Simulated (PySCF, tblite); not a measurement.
**C₆H₅FO₂: geometry, infrared bands and NMR shifts**

What infrared bands and NMR shifts should C₆H₅FO₂ (`C[C@H]1C(=O)C=C(F)C1=O`) show?

Programs: tblite 0.8.0 and PySCF 2.14.0, with density-fitted response routines of our own. Each step states its level of theory. These are calculated values for one molecule in the gas phase, unless marked as measured. Atoms are numbered from 0 throughout.

## (1) The molecule as given

14 atoms, charge 0, multiplicity 1; geometry from: force field or distance geometry start.

Bonds of the start (Å): C0–C1 1.51, C1–C2 1.49, C2–O3 1.24, C2–C4 1.48, C4–C5 1.35, C5–F6 1.36, C5–C7 1.47, C7–O8 1.27, C7–C1 1.47, C0–H9 1.08, C0–H10 1.13, C0–H11 1.10, C1–H12 1.11, C4–H13 1.10.

## (2) Optimising the geometry with GFN2-xTB

Job settings and geometry (Å):

```
{"job": {"kind": "relax", "xc": "GFN2-xTB", "basis": "xTB"}, "charge": 0, "multiplicity": 1}
C      1.479500     0.052800    -0.528100
C      0.572100    -0.425500     0.583300
C     -0.162900     0.777300     1.066400
O      0.045400     1.469600     2.072800
C     -1.215100     0.960200     0.044900
C     -1.444700    -0.218300    -0.569100
F     -2.350100    -0.395000    -1.573100
C     -0.549000    -1.212500     0.043600
O     -0.751500    -2.461900     0.060300
H      2.283000    -0.651900    -0.665100
H      0.876000     0.087700    -1.484900
H      1.836200     1.063600    -0.289100
H      1.092600    -0.958100     1.405500
H     -1.712300     1.911500    -0.189600
```

Started as:

```sh
> OMP_NUM_THREADS=1 python probes_run.py task.json out
```

This one command runs all jobs of the session in turn.

**Question.** This job is followed by: GFN2-xTB harmonic vibrations, gas phase; GIAO PBE0/pcSseg-1 NMR shielding, non-relativistic, gas phase. What will the session give for the following? strongest single infrared mode (GFN2-xTB); zero-point energy (GFN2-xTB); 13C shifts against TMS (PBE0/pcSseg-1); 1H shifts against TMS (PBE0/pcSseg-1, means over atoms taken as alike); 17O shifts against H2O (PBE0/pcSseg-1); 19F shifts against CFCl3 (PBE0/pcSseg-1); surface potential, 1st and 99th percentile.

The runs gave:

| quantity | value |
| --- | --- |
| strongest single infrared mode (GFN2-xTB) | 1774 cm⁻¹, 642 km/mol |
| zero-point energy (GFN2-xTB) | 60.5 kcal/mol |
| 13C shifts against TMS (PBE0/pcSseg-1) | 203.6, 203.3, 184.1, 133.3, 50.8, 15.3 ppm |
| 1H shifts against TMS (PBE0/pcSseg-1, means over atoms taken as alike) | 6.70, 2.62, 1.31 ppm |
| 17O shifts against H2O (PBE0/pcSseg-1) | 676.7, 669.9 ppm |
| 19F shifts against CFCl3 (PBE0/pcSseg-1) | -110.5 ppm |
| surface potential, 1st and 99th percentile | -1.32 V and 1.44 V |

In words: Relaxing lowered the energy by 0.686 eV in 54 steps; the close pair that moved most is C7–O8, from 1.266 to 1.199 Å. All 36 modes are real, so the xTB geometry is a minimum. The strongest single mode, at 1774 cm⁻¹, moves mainly C2 and O3. GFN2-xTB is a fitted tight-binding method: band positions and strengths are rough. Its intensities can rank the bands wrongly. The most deshielded hydrogen is H13 (hydrogen on a β carbon of a C=C–C=O unit), at 6.70 ppm: olefinic region. At PBE0/pcSseg-1, counted by nearest atom on the grid, the HOMO lies on O3 43 %; O8 22 %, the LUMO on C4, C5, C7 about 17 % each; O8 17 %.
